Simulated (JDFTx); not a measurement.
# AgRh (P-6m2) in JDFTx: further runs

One crystal, AgRh, is run at these levels: PBE; tasks: band structure.

All numbers are computed with JDFTx 1.7.0 (patched build); they aren't measurements. Logs are shortened: lines on timing, memory, paths and dates and some standing lists are left out, and cuts for length are marked. The log counts tension as positive stress, the text compression.

### Step 1. The structure

It takes space group P-6m2 (No. 187, hexagonal). Conventional cell: a = 2.778 Å, b = 2.778 Å, c = 4.809 Å, α = 90.00°, β = 90.00°, γ = 120.00°. Around Ag (site symmetry -6m2) lie 6 Ag at 2.78 Å and 6 Rh at 2.89 Å. Rh (site symmetry -6m2) has 6 Rh at 2.78 Å and 6 Ag at 2.89 Å as nearest neighbours.

The cell comes from a database or a generator and needn't be the stable form of this composition.

### Step 2. Band structure, PBE

File bands.in:

```
lattice \
    2.7775881998    -1.3887940999     0.0000000000 \
    0.0000000000     2.4054619423     0.0000000000 \
    0.0000000000     0.0000000000     4.8086020000
latt-scale 1.889726124626 1.889726124626 1.889726124626
coords-type Lattice
ion Ag     0.0000000000     0.0000000000     0.5000000000 1
ion Rh     0.6666666667     0.3333333333     0.0000000000 1

ion-species pseudo/Ag.upf
ion-species pseudo/Rh.upf
elec-cutoff 44 352
elec-ex-corr gga-PBE
elec-smearing Fermi 0.0018374661
elec-n-bands 25
electronic-minimize nIterations 30 energyDiffThreshold 1e-06
davidson-band-ratio 1.3
forces-output-coords Cartesian
include path.kpoints
symmetries none
fix-electron-density run.$VAR

dump-name bands.$VAR
dump End Ecomponents EigStats BandEigs Kpoints Forces
```

File path.kpoints:

```
kpoint +0.0000000000 +0.0000000000 +0.0000000000 0.020000000000
kpoint +0.0833333333 +0.0000000000 +0.0000000000 0.020000000000
kpoint +0.1666666667 +0.0000000000 +0.0000000000 0.020000000000
kpoint +0.2500000000 +0.0000000000 +0.0000000000 0.020000000000
kpoint +0.3333333333 +0.0000000000 +0.0000000000 0.020000000000
kpoint +0.4166666667 +0.0000000000 +0.0000000000 0.020000000000
kpoint +0.5000000000 +0.0000000000 +0.0000000000 0.020000000000
kpoint +0.4444444444 +0.1111111111 +0.0000000000 0.020000000000
kpoint +0.3888888889 +0.2222222222 +0.0000000000 0.020000000000
kpoint +0.3333333333 +0.3333333333 +0.0000000000 0.020000000000
kpoint +0.2916666667 +0.2916666667 +0.0000000000 0.020000000000
kpoint +0.2500000000 +0.2500000000 +0.0000000000 0.020000000000
kpoint +0.2083333333 +0.2083333333 +0.0000000000 0.020000000000
kpoint +0.1666666667 +0.1666666667 +0.0000000000 0.020000000000
kpoint +0.1250000000 +0.1250000000 +0.0000000000 0.020000000000
kpoint +0.0833333333 +0.0833333333 +0.0000000000 0.020000000000
kpoint +0.0416666667 +0.0416666667 +0.0000000000 0.020000000000
kpoint +0.0000000000 +0.0000000000 +0.0000000000 0.020000000000
kpoint +0.0000000000 +0.0000000000 +0.1666666667 0.020000000000
kpoint +0.0000000000 +0.0000000000 +0.3333333333 0.020000000000
kpoint +0.0000000000 +0.0000000000 +0.5000000000 0.020000000000
kpoint +0.0714285714 +0.0000000000 +0.5000000000 0.020000000000
kpoint +0.1428571429 +0.0000000000 +0.5000000000 0.020000000000
kpoint +0.2142857143 +0.0000000000 +0.5000000000 0.020000000000
kpoint +0.2857142857 +0.0000000000 +0.5000000000 0.020000000000
kpoint +0.3571428571 +0.0000000000 +0.5000000000 0.020000000000
kpoint +0.4285714286 +0.0000000000 +0.5000000000 0.020000000000
kpoint +0.5000000000 +0.0000000000 +0.5000000000 0.020000000000
kpoint +0.4583333333 +0.0833333333 +0.5000000000 0.020000000000
kpoint +0.4166666667 +0.1666666667 +0.5000000000 0.020000000000
kpoint +0.3750000000 +0.2500000000 +0.5000000000 0.020000000000
kpoint +0.3333333333 +0.3333333333 +0.5000000000 0.020000000000
kpoint +0.2962962963 +0.2962962963 +0.5000000000 0.020000000000
kpoint +0.2592592593 +0.2592592593 +0.5000000000 0.020000000000
kpoint +0.2222222222 +0.2222222222 +0.5000000000 0.020000000000
kpoint +0.1851851852 +0.1851851852 +0.5000000000 0.020000000000
kpoint +0.1481481481 +0.1481481481 +0.5000000000 0.020000000000
kpoint +0.1111111111 +0.1111111111 +0.5000000000 0.020000000000
kpoint +0.0740740741 +0.0740740741 +0.5000000000 0.020000000000
kpoint +0.0370370370 +0.0370370370 +0.5000000000 0.020000000000
kpoint +0.0000000000 +0.0000000000 +0.5000000000 0.020000000000
kpoint +0.5000000000 +0.0000000000 +0.5000000000 0.020000000000
kpoint +0.5000000000 +0.0000000000 +0.3750000000 0.020000000000
kpoint +0.5000000000 +0.0000000000 +0.2500000000 0.020000000000
kpoint +0.5000000000 +0.0000000000 +0.1250000000 0.020000000000
kpoint +0.5000000000 +0.0000000000 +0.0000000000 0.020000000000
kpoint +0.3333333333 +0.3333333333 +0.0000000000 0.020000000000
kpoint +0.3333333333 +0.3333333333 +0.1666666667 0.020000000000
kpoint +0.3333333333 +0.3333333333 +0.3333333333 0.020000000000
kpoint +0.3333333333 +0.3333333333 +0.5000000000 0.020000000000
```

Potentials or basis: PseudoDojo-SR-PBE-0.4.1-standard with smoothed tails.

Launch:

```
$ jdftx -c 1 -i bands.in -o bands.out
```

What it wrote:

```text
*************** JDFTx 1.7.0 (patched build) ***************

Input parsed successfully to the following command list (including defaults):
[... the input with its defaults ...]

---------- Initializing the Grid ----------
R =
[      5.24888     -2.62444            0  ]
[            0      4.54566            0  ]
[            0            0      9.08694  ]
unit cell volume = 216.811
G =
[    1.19705   0.691118         -0  ]
[          0    1.38224          0  ]
[          0         -0   0.691452  ]
Minimum fftbox size, Smin = [  48  48  80  ]
Chosen fftbox size, S = [  48  48  80  ]

---------- Initializing tighter grid for wavefunction operations ----------
R =
[      5.24888     -2.62444            0  ]
[            0      4.54566            0  ]
[            0            0      9.08694  ]
unit cell volume = 216.811
G =
[    1.19705   0.691118         -0  ]
[          0    1.38224          0  ]
[          0         -0   0.691452  ]
Minimum fftbox size, Smin = [  32  32  56  ]
Chosen fftbox size, S = [  32  32  56  ]

---------- Exchange Correlation functional ----------
Initalized PBE GGA exchange.
Initalized PBE GGA correlation.

---------- Setting up pseudopotentials ----------
Width of ionic core gaussian charges (only for fluid interactions / plotting) set to 0

Reading pseudopotential file 'pseudo/Ag.upf':
  'Ag' pseudopotential, 'PBE' functional
  Generated using ONCVPSP code by D. R. Hamann
  19 valence electrons, 4 orbitals, 6 projectors, 1001 radial grid points, with lMax = 2
    4S    l: 0   occupation:  2.0   eigenvalue: -3.493089
    4P    l: 1   occupation:  6.0   eigenvalue: -2.152308
    4D    l: 2   occupation: 10.0   eigenvalue: -0.273545
    5S    l: 0   occupation:  1.0   eigenvalue: -0.161880
  Core radius for overlap checks: 1.53 bohrs.

Reading pseudopotential file 'pseudo/Rh.upf':
  'Rh' pseudopotential, 'PBE' functional
  Generated using ONCVPSP code by D. R. Hamann
  17 valence electrons, 4 orbitals, 6 projectors, 1001 radial grid points, with lMax = 2
    4S    l: 0   occupation:  2.0   eigenvalue: -3.031635
    4P    l: 1   occupation:  6.0   eigenvalue: -1.852936
    4D    l: 2   occupation:  8.0   eigenvalue: -0.218303
    5S    l: 0   occupation:  1.0   eigenvalue: -0.158036
  Core radius for overlap checks: 1.34 bohrs.

Initialized 2 species with 2 total atoms.

Folded 50 k-points by 1x1x1 to 50 k-points.

---------- Setting up k-points, bands, fillings ----------
No reducable k-points.
Computing the number of bands and number of electrons
Calculating initial fillings.
nElectrons:  36.000000   nBands: 25   nStates: 50

----- Setting up reduced wavefunction bases (one per k-point) -----
average nbasis = 3023.120 , ideal nbasis = 3022.420

---------- Setting up ewald sum ----------
Optimum gaussian width for ewald sums = 2.135169 bohr.
Real space sum over 1521 unit cells with max indices [  6  6  4  ]
Reciprocal space sum over 2057 terms with max indices [  5  5  8  ]

---------- Allocating electronic variables ----------
Reading n from file 'run.n' ... done
Initializing wave functions:  linear combination of atomic orbitals
Note: number of bands (25) exceeds available atomic orbitals (20)

----------- Band structure minimization -------------
Minimization will be done independently for each quantum number.

---- Minimization of quantum number:     0  [ +0.0000000 +0.0000000 +0.0000000 ]  0.040000000 ----
BandDavidson: Iter:   0  Eband: +0.120192198597731
BandDavidson: Iter:   1  Eband: +0.062394869962195  dEband: -5.779733e-02
BandDavidson: Iter:   2  Eband: +0.048963941396726  dEband: -1.343093e-02
BandDavidson: Iter:   3  Eband: +0.045582360160299  dEband: -3.381581e-03
[... 614 lines of inner loops ...]
BandDavidson: Iter:   8  Eband: +0.024642820578152  dEband: -1.471980e-06
BandDavidson: Iter:   9  Eband: +0.024642297962010  dEband: -5.226161e-07
BandDavidson: Converged (dEband<1.000000e-06)
	FillingsUpdate:  mu: +0.671097325  nElectrons: 36.000000
WARNING: these k-points are no uniform mesh, so that mu and the fillings of partly filled bands are only those of these points: take mu from the calculation that made the density or potential.

Dumping 'bands.eigStats' ...
	eMin: -2.692063 at state 17 ( [ +0.000000 +0.000000 +0.000000 ] spin 0 )
	HOMO: +0.671022 at state 2 ( [ +0.166667 +0.000000 +0.000000 ] spin 0 )
	mu  : +0.671097
	LUMO: +0.671191 at state 21 ( [ +0.071429 +0.000000 +0.500000 ] spin 0 )
	eMax: +1.454130 at state 17 ( [ +0.000000 +0.000000 +0.000000 ] spin 0 )
	HOMO-LUMO gap: +0.000169
	Optical gap  : +0.000675 at state 39 ( [ +0.037037 +0.037037 +0.500000 ] spin 0 )
Done!
[note: mu, HOMO and LUMO in a band run belong to the points of the path alone and aren't those of the crystal]
```

It took 20 s on 1 thread of Intel Xeon 6975P-C (Granite Rapids), shared host; peak memory 0.13 GiB.

Results:

| Quantity | Value |
| --- | --- |
| Band gap along the path | none (metal or under the smearing width) |

Levels at the corners of the path, in eV from the Fermi level:
| point | band 14 | band 15 | band 16 | band 17 | band 18 | band 19 | band 20 | band 21 | band 22 |
| --- | --- | --- | --- | --- | --- | --- | --- | --- | --- |
| Γ | -2.98 | -2.98 | -1.92 | -1.92 | 0.11 | 0.11 | 0.22 | 5.37 | 16.75 |
| M | -2.66 | -2.07 | -1.55 | -0.11 | 0.97 | 1.87 | 4.02 | 8.43 | 8.72 |
| K | -2.21 | -1.96 | -1.37 | -0.93 | -0.49 | 5.26 | 5.44 | 5.68 | 11.39 |
| Γ | -2.98 | -2.98 | -1.92 | -1.92 | 0.11 | 0.11 | 0.22 | 5.37 | 16.75 |
| A | -3.08 | -3.08 | -2.42 | -1.70 | -1.70 | 0.07 | 0.07 | 11.59 | 12.56 |
| L | -2.08 | -1.68 | -0.60 | -0.14 | 0.97 | 1.80 | 2.45 | 6.55 | 7.88 |
| H | -2.27 | -1.97 | -1.83 | -1.13 | 0.05 | 5.57 | 6.92 | 7.28 | 7.97 |
| A | -3.08 | -3.08 | -2.42 | -1.70 | -1.70 | 0.07 | 0.07 | 11.59 | 12.56 |
| L | -2.08 | -1.68 | -0.60 | -0.14 | 0.97 | 1.80 | 2.45 | 6.55 | 7.88 |
| M | -2.66 | -2.07 | -1.55 | -0.11 | 0.97 | 1.87 | 4.02 | 8.43 | 8.72 |
| K | -2.21 | -1.96 | -1.37 | -0.93 | -0.49 | 5.26 | 5.44 | 5.68 | 11.39 |
| H | -2.27 | -1.97 | -1.83 | -1.13 | 0.05 | 5.57 | 6.92 | 7.28 | 7.97 |

Caveat: the k mesh is coarse (spacing up to 0.44 Å⁻¹), so the values aren't converged.

### Step 3. Band structure, PBE, spin-orbit coupling, no magnetisation

bands.in, as its differences from that of step 2:

```diff
@@ -11,6 +11,7 @@
 ion-species pseudo/Rh.upf
-elec-cutoff 44 352
+elec-cutoff 45 360
 elec-ex-corr gga-PBE
 elec-smearing Fermi 0.0018374661
-elec-n-bands 25
+elec-n-bands 52
+spintype spin-orbit
 electronic-minimize nIterations 30 energyDiffThreshold 1e-06
```

path.kpoints is that of step 2.

Potentials or basis: PseudoDojo-FR-PBE-0.4-standard with smoothed tails.

Launch:

```
$ jdftx -c 1 -i bands.in -o bands.out
```

What it wrote:

```text
*************** JDFTx 1.7.0 (patched build) ***************

Input parsed successfully to the following command list (including defaults):
[... the input with its defaults ...]

---------- Initializing the Grid ----------
R =
[      5.24888     -2.62444            0  ]
[            0      4.54566            0  ]
[            0            0      9.08694  ]
unit cell volume = 216.811
G =
[    1.19705   0.691118         -0  ]
[          0    1.38224          0  ]
[          0         -0   0.691452  ]
Minimum fftbox size, Smin = [  48  48  80  ]
Chosen fftbox size, S = [  48  48  80  ]

---------- Initializing tighter grid for wavefunction operations ----------
R =
[      5.24888     -2.62444            0  ]
[            0      4.54566            0  ]
[            0            0      9.08694  ]
unit cell volume = 216.811
G =
[    1.19705   0.691118         -0  ]
[          0    1.38224          0  ]
[          0         -0   0.691452  ]
Minimum fftbox size, Smin = [  32  32  56  ]
Chosen fftbox size, S = [  32  32  56  ]

---------- Exchange Correlation functional ----------
Initalized PBE GGA exchange.
Initalized PBE GGA correlation.

---------- Setting up pseudopotentials ----------
Width of ionic core gaussian charges (only for fluid interactions / plotting) set to 0

Reading pseudopotential file 'pseudo/Ag.upf':
  'Ag' pseudopotential, 'PBE' functional
  Generated using ONCVPSP code by D. R. Hamann
  19 valence electrons, 6 orbitals, 10 projectors, 1001 radial grid points, with lMax = 2
    4S    l: 0   occupation:  2.0   eigenvalue: -3.490996
    4P    l: 1   occupation:  4.0   eigenvalue: -2.093242
    4P    l: 1   occupation:  2.0   eigenvalue: -2.280084
    4D    l: 2   occupation:  6.0   eigenvalue: -0.265534
    4D    l: 2   occupation:  4.0   eigenvalue: -0.285993
    5S    l: 0   occupation:  1.0   eigenvalue: -0.161921
  Core radius for overlap checks: 1.53 bohrs.

Reading pseudopotential file 'pseudo/Rh.upf':
  'Rh' pseudopotential, 'PBE' functional
  Generated using ONCVPSP code by D. R. Hamann
  17 valence electrons, 6 orbitals, 10 projectors, 1001 radial grid points, with lMax = 2
    4S    l: 0   occupation:  2.0   eigenvalue: -3.029954
    4P    l: 1   occupation:  4.0   eigenvalue: -1.807304
    4P    l: 1   occupation:  2.0   eigenvalue: -1.950474
    4D    l: 2   occupation:  4.8   eigenvalue: -0.212666
    4D    l: 2   occupation:  3.2   eigenvalue: -0.227059
    5S    l: 0   occupation:  1.0   eigenvalue: -0.158057
  Core radius for overlap checks: 1.34 bohrs.

Initialized 2 species with 2 total atoms.

Folded 50 k-points by 1x1x1 to 50 k-points.

---------- Setting up k-points, bands, fillings ----------
No reducable k-points.
Computing the number of bands and number of electrons
Calculating initial fillings.
nElectrons:  36.000000   nBands: 52   nStates: 50

----- Setting up reduced wavefunction bases (one per k-point) -----
average nbasis = 3125.560 , ideal nbasis = 3126.040

---------- Setting up ewald sum ----------
Optimum gaussian width for ewald sums = 2.135169 bohr.
Real space sum over 1521 unit cells with max indices [  6  6  4  ]
Reciprocal space sum over 2057 terms with max indices [  5  5  8  ]

---------- Allocating electronic variables ----------
Reading n from file 'run.n' ... done
Initializing wave functions:  linear combination of atomic orbitals
Note: number of bands (52) exceeds available atomic orbitals (40)

----------- Band structure minimization -------------
Minimization will be done independently for each quantum number.

---- Minimization of quantum number:     0  [ +0.0000000 +0.0000000 +0.0000000 ]  0.020000000 ----
BandDavidson: Iter:   0  Eband: +0.176001691180862
BandDavidson: Iter:   1  Eband: +0.117701304504732  dEband: -5.830039e-02
BandDavidson: Iter:   2  Eband: +0.106557338839527  dEband: -1.114397e-02
BandDavidson: Iter:   3  Eband: +0.103415863412374  dEband: -3.141475e-03
[... 625 lines of inner loops ...]
BandDavidson: Iter:   7  Eband: +0.078219848626176  dEband: -1.709912e-06
BandDavidson: Iter:   8  Eband: +0.078219377468981  dEband: -4.711572e-07
BandDavidson: Converged (dEband<1.000000e-06)
	FillingsUpdate:  mu: +0.671969898  nElectrons: 36.000000
WARNING: these k-points are no uniform mesh, so that mu and the fillings of partly filled bands are only those of these points: take mu from the calculation that made the density or potential.

Dumping 'bands.eigStats' ...
	eMin: -2.689673 at state 17 ( [ +0.000000 +0.000000 +0.000000 ] spin 0 )
	HOMO: +0.671948 at state 2 ( [ +0.166667 +0.000000 +0.000000 ] spin 0 )
	mu  : +0.671970
	LUMO: +0.672197 at state 31 ( [ +0.333333 +0.333333 +0.500000 ] spin 0 )
	eMax: +1.462085 at state 17 ( [ +0.000000 +0.000000 +0.000000 ] spin 0 )
	HOMO-LUMO gap: +0.000249
	Optical gap  : +0.000927 at state 15 ( [ +0.083333 +0.083333 +0.000000 ] spin 0 )
Done!
[note: mu, HOMO and LUMO in a band run belong to the points of the path alone and aren't those of the crystal]
```

Wall time 68 s (1 thread of Intel Xeon 6975P-C (Granite Rapids), shared host); peak memory 0.37 GiB.

What came out:

```yaml
Band_gap_along_the_path: none (metal or under the smearing width)
```

Levels at the corners of the path, in eV from the Fermi level:
| point | band 34 | band 35 | band 36 | band 37 | band 38 | band 39 |
| --- | --- | --- | --- | --- | --- | --- |
| Γ | -1.76 | 0.01 | 0.01 | 0.20 | 0.20 | 0.21 |
| M | -0.11 | 0.98 | 0.98 | 1.87 | 1.87 | 4.01 |
| K | -0.90 | -0.52 | -0.44 | 5.19 | 5.30 | 5.43 |
| Γ | -1.76 | 0.01 | 0.01 | 0.20 | 0.20 | 0.21 |
| A | -1.82 | -1.57 | -1.57 | -0.01 | -0.01 | 0.17 |
| L | -0.12 | 0.98 | 0.98 | 1.78 | 1.78 | 2.43 |
| H | -1.08 | 0.03 | 0.07 | 5.48 | 5.63 | 6.87 |
| A | -1.82 | -1.57 | -1.57 | -0.01 | -0.01 | 0.17 |
| L | -0.12 | 0.98 | 0.98 | 1.78 | 1.78 | 2.43 |
| M | -0.11 | 0.98 | 0.98 | 1.87 | 1.87 | 4.01 |
| K | -0.90 | -0.52 | -0.44 | 5.19 | 5.30 | 5.43 |
| H | -1.08 | 0.03 | 0.07 | 5.48 | 5.63 | 6.87 |

Caveat: the k mesh is coarse (spacing up to 0.44 Å⁻¹), so the values aren't converged.
